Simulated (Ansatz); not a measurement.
The system is Ta4NiO11.

```
CELL_PARAMETERS angstrom
1.95495 -14.82973 0.00000
1.95495 14.82973 0.00000
0.00000 0.00000 3.88590
ATOMIC_POSITIONS crystal
Ta 0.20437 0.79563 0.00000
Ta 0.92451 0.07549 0.00000
Ta 0.07549 0.92451 0.00000
Ta 0.79563 0.20437 0.00000
Ni 0.50000 0.50000 0.00000
O 0.13987 0.86013 0.00000
O 0.72107 0.27893 0.00000
O 0.43645 0.56355 0.00000
O 0.56355 0.43645 0.00000
O 0.00000 0.00000 0.00000
O 0.86013 0.13987 0.00000
O 0.27893 0.72107 0.00000
O 0.92790 0.07210 0.50000
O 0.07210 0.92790 0.50000
O 0.79436 0.20564 0.50000
O 0.20564 0.79436 0.50000
```

The cell was built by a generator and needn't be a form met in nature.

Base run:

- Program: Ansatz 0.2.0
- Functional: RPBE
- Potentials or basis: all-electron LAPW, scalar-relativistic
- Cutoff: 455 eV
- Density cutoff: 1819 eV
- Basis error allowed: 0.003 eV/atom
- k mesh: 5 × 5 × 5
- Occupations: fermi-dirac, width 0.05 eV
- Spin: collinear spin, ferromagnetic start
- Starting moments: [0.0, 0.0, 0.0, 0.0, 1.0, 0.0, 0.0, 0.0, 0.0, 0.0, 0.0, 0.0, 0.0, 0.0, 0.0, 0.0] μB

Its results: pressure 3.4 GPa; net moment 0.40 μB per cell; site moments Ta +0.00, -0.00; Ni +0.34; O +0.00, -0.00, +0.05 μB; largest force 0.059 eV/Å.

Question: The run is repeated on the same cell with these changes: functional from RPBE to PBEsol. What comes out?

Answer: Pressure -5.3 GPa; net moment 0.40 μB per cell; site moments Ta -0.00; Ni +0.33; O -0.00, +0.07, +0.00 μB; largest force 0.276 eV/Å.

PBEsol binds more tightly than RPBE, so the same cell stands under less pressure.

Caveats: the k mesh is thin for a metal, which can move the energy by tens of meV per atom; a cell with one magnetic atom can't hold antiferromagnetic order, which such compounds often take.

Not every run made on this cell is shown here.
